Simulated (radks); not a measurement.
**Numerical settings for Co¹²⁺**

How sensitive is the result for the cobalt ion Co12+ to mesh, mixing and thresholds? A default run comes first. The defaults are a mesh step of 0.008 in ln r, a mesh end at 40 bohr or more, Anderson mixing 0.5 over 9 steps and a tight residual threshold, with the energy settled to 1e-9 hartree as well; every run has a cap on iterations.

Program: radks (a radial shooting solver on a logarithmic mesh, Libxc functionals) version 1. Level of theory: non-relativistic Kohn-Sham, LDA (Slater exchange, Perdew-Wang correlation), spin-polarised, spherical densities, point nucleus; open shells are filled with parallel spins first. These are calculated values, not measurements, unless marked.

**1. The system**

```
element       : cobalt (Z = 27)
charge        : +12
electrons     : 15
configuration : [Ne] 3s2 3p3
```

Outer shells as boxes (Hund's rule):

Co¹²⁺
```
[Ne] core
3s [↑↓]
3p [↑ ][↑ ][↑ ]
```

**2. Default settings**

The run's settings:

```text
Z 27
configuration [Ne] 3s2 3p3
relativity non-relativistic
functional lda,pw
spin polarised
nucleus point
max_iterations 61
```

Launch:

```sh
$ python run_ks.py task.json out
```

This one command runs every case of the session in turn.

**3. Mesh step in ln r 0.03**

Settings, as their differences from step 2:

```diff
@@ -6,2 +6,3 @@
 nucleus point
+mesh_step 0.03
 max_iterations 61
```

**4. Mesh step in ln r 0.12**

Settings, as their differences from step 3:

```diff
@@ -6,3 +6,3 @@
 nucleus point
-mesh_step 0.03
+mesh_step 0.12
 max_iterations 61
```

**5. Mesh step in ln r 0.08**

Settings, as their differences from step 4:

```diff
@@ -6,3 +6,3 @@
 nucleus point
-mesh_step 0.12
+mesh_step 0.08
 max_iterations 61
```

**6. Mesh end (bohr) 20**

Settings, as their differences from step 5:

```diff
@@ -6,3 +6,3 @@
 nucleus point
-mesh_step 0.08
+mesh_end 20
 max_iterations 61
```

**7. Mesh end (bohr) 1**

Settings, as their differences from step 6:

```diff
@@ -6,3 +6,3 @@
 nucleus point
-mesh_end 20
+mesh_end 1
 max_iterations 61
```

**8. Residual threshold 0.01**

Settings, as their differences from step 7:

```diff
@@ -6,3 +6,3 @@
 nucleus point
-mesh_end 1
+threshold 0.01
 max_iterations 61
```

**9. Residual threshold 1e-16**

Settings, as their differences from step 8:

```diff
@@ -6,3 +6,3 @@
 nucleus point
-threshold 0.01
+threshold 1e-16
 max_iterations 61
```

**10. Mixing 2.5**

Settings, as their differences from step 9:

```diff
@@ -6,3 +6,3 @@
 nucleus point
-threshold 1e-16
+mixing 2.5
 max_iterations 61
```

**11. Mixing history 1, mixing 1**

Settings, as their differences from step 10:

```diff
@@ -6,3 +6,4 @@
 nucleus point
-mixing 2.5
+history 1
+mixing 1
 max_iterations 61
```

**12. Mixing history 1, mixing 0.5**

Settings, as their differences from step 11:

```diff
@@ -7,3 +7,3 @@
 history 1
-mixing 1
+mixing 0.5
 max_iterations 61
```

**13. Mixing history 20**

Settings, as their differences from step 12:

```diff
@@ -6,4 +6,3 @@
 nucleus point
-history 1
-mixing 0.5
+history 20
 max_iterations 61
```

**14. Iteration cap 3**

Settings, as their differences from step 13:

```diff
@@ -6,3 +6,2 @@
 nucleus point
-history 20
-max_iterations 61
+max_iterations 3
```

**Question.** What will these runs give? Wanted: for each run, setting; iterations; converged; change of E.

The runs gave:

```
                     setting  mesh points  iterations  converged  change of E (mhartree)    time
            Default settings         2476          13        yes                       0  0.12 s
      mesh step in ln r 0.03          661          13        yes              +0.0001931  0.04 s
      mesh step in ln r 0.12          166           3         no                       -  0.01 s
      mesh step in ln r 0.08          248          17         no                       -  0.09 s
          mesh end (bohr) 20         2390          13        yes                       0  0.12 s
           mesh end (bohr) 1         2015          13        yes               +1.07e+04   0.1 s
     residual threshold 0.01         2476           8        yes                       0  0.09 s
    residual threshold 1e-16         2476          61         no                       -  0.35 s
                  mixing 2.5         2476          14        yes                       0  0.13 s
  mixing history 1, mixing 1         2476          17        yes                       0  0.13 s
mixing history 1, mixing 0.5         2476          29        yes                       0  0.21 s
           mixing history 20         2476          18        yes                       0  0.15 s
             iteration cap 3         2476           3         no                       -  0.03 s
```

**Reading.** A zero stands for less than 1e-4 mhartree. Converged yet off by more than 1 mhartree: mesh end (bohr) 1. Convergence of the cycle says nothing about the mesh. Not converged: mesh step in ln r 0.12; mesh step in ln r 0.08; residual threshold 1e-16; iteration cap 3. A mesh that ends early acts as a hard wall.
